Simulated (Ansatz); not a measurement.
# CH6GeSSi: up Jacob's ladder to CCSD(T)

Aim: compute CH6GeSSi with functionals from several rungs and with coupled cluster, and see how far each lands from CCSD(T) at the basis-set limit for the atomisation energy.

The runs use Ansatz 0.2.0, Gaussian basis; functionals in def2-TZVPP, the program's frozen cores in correlated methods.

Levels to be run: PBE-D4, r2SCAN-D4, PBE0-D4, B3LYP-D4, ωB97X-V, ωB97M-V, B2PLYP; CCSD(T)/def2-TZVPP; MP2/def2-QZVPP; extrapolation to the limit.

## 1. Structure used throughout

An earlier PBE0-D4 in a triple-zeta def2 set relaxation fixed the geometry.

10 atoms, charge 0, spin multiplicity 1.

Atoms are counted from 1 here; the program's logs count them from 0.

Bond lengths: Ge1–Si2 2.367 Å, Ge1–H5 1.536 Å, Ge1–H6 1.535 Å, Ge1–H7 1.539 Å, Si2–C3 1.848 Å, Si2–S4 2.096 Å, Si2–H8 1.484 Å, C3–S4 1.853 Å, C3–H9 1.086 Å, C3–H10 1.086 Å. Angles: Si2–Ge1–H5 110.4°, Si2–Ge1–H6 108.4°, Si2–Ge1–H7 110.8°, H5–Ge1–H6 109.4°, H5–Ge1–H7 108.5°, H6–Ge1–H7 109.3°, Ge1–Si2–C3 119.2°, Ge1–Si2–S4 117.5°, Ge1–Si2–H8 116.6°, C3–Si2–S4 55.6°, C3–Si2–H8 116.9°, S4–Si2–H8 117.0°, Si2–C3–S4 69.0°, Si2–C3–H9 119.9°, Si2–C3–H10 119.3°, S4–C3–H9 113.4°, S4–C3–H10 113.4°, H9–C3–H10 113.6° and more.

## 2. PBE-D4 (GGA)

Contents of in.yaml:

```yaml
crystal:
  periodic: [false, false, false]
  atoms:
    - {symbol: Ge, position_ang: [-1.202263, 1.334241, 0.270947]}
    - {symbol: Si, position_ang: [0.316685, -0.156820, -0.763962]}
    - {symbol: C, position_ang: [1.280824, -1.335036, 0.283677]}
    - {symbol: S, position_ang: [-0.084890, -2.208825, -0.613979]}
    - {symbol: H, position_ang: [-2.466824, 1.490288, -0.587044]}
    - {symbol: H, position_ang: [-1.584717, 0.760738, 1.642478]}
    - {symbol: H, position_ang: [-0.565012, 2.721960, 0.458764]}
    - {symbol: H, position_ang: [0.962877, 0.313872, -2.013922]}
    - {symbol: H, position_ang: [1.154236, -1.329588, 1.361979]}
    - {symbol: H, position_ang: [2.272185, -1.642030, -0.036038]}
basis:
  gaussian: {orbitals: def2-TZVPP}
hamiltonian: {xc: pbe, dispersion: d4}
output: {forces: true, orbitals: {seedname: orbitals}}
```

Started as:

```console
> ansatz run in.yaml --threads 4 --pin off --events-out ev --progress --plain --max-ram 10444MiB
```

Further steps of the session: r2SCAN-D4 (meta-GGA); PBE0-D4 (hybrid); B3LYP-D4 (hybrid); ωB97X-V (range-separated); ωB97M-V (range-separated); B2PLYP (double hybrid); CCSD(T) in def2-TZVPP; MP2 in def2-QZVPP.

Q: Predict the results of all the runs planned. Wanted: atomisation energy, CCSD(T)/CBS; farthest; mean size of error, hybrid; mean size of error, range-separated; gap, smallest and largest; T1 diagnostic; triples share of the correlation energy.

The runs gave:

| quantity | value |
| --- | --- |
| atomisation energy, CCSD(T)/CBS | 3128.7 kJ/mol |
| functionals within 31.3 kJ/mol (1.0 %) | PBE-D4, r2SCAN-D4, PBE0-D4, B3LYP-D4, ωB97X-V, ωB97M-V |
| farthest | B2PLYP (-63.6 kJ/mol) |
| mean size of error, hybrid | 20.0 kJ/mol |
| mean size of error, range-separated | 13.9 kJ/mol |
| gap, smallest and largest | 4.20 eV (PBE-D4), 10.46 eV (ωB97X-V) |
| T1 diagnostic | 0.0125 |
| triples share of the correlation energy | 4.3 % |

In words: PBE-D4 is off by +17.0 kJ/mol. Double hybrids carry the basis error of their MP2 part in triple zeta, and no dispersion term here, so their miss is partly the set-up's. Misses under about 31.3 kJ/mol are within the doubt on the reference itself, which lacks core-valence correlation, relativity and higher excitations, and its outer-core shells are covered unevenly. Hartree-Fock recovers 72 % of the binding; the rest is correlation. The gap grows from 4.2 to 10.5 eV across the functionals, mostly with the share of exact exchange. Correlated methods include outer-core shells of Ge, which these sets cover unevenly.
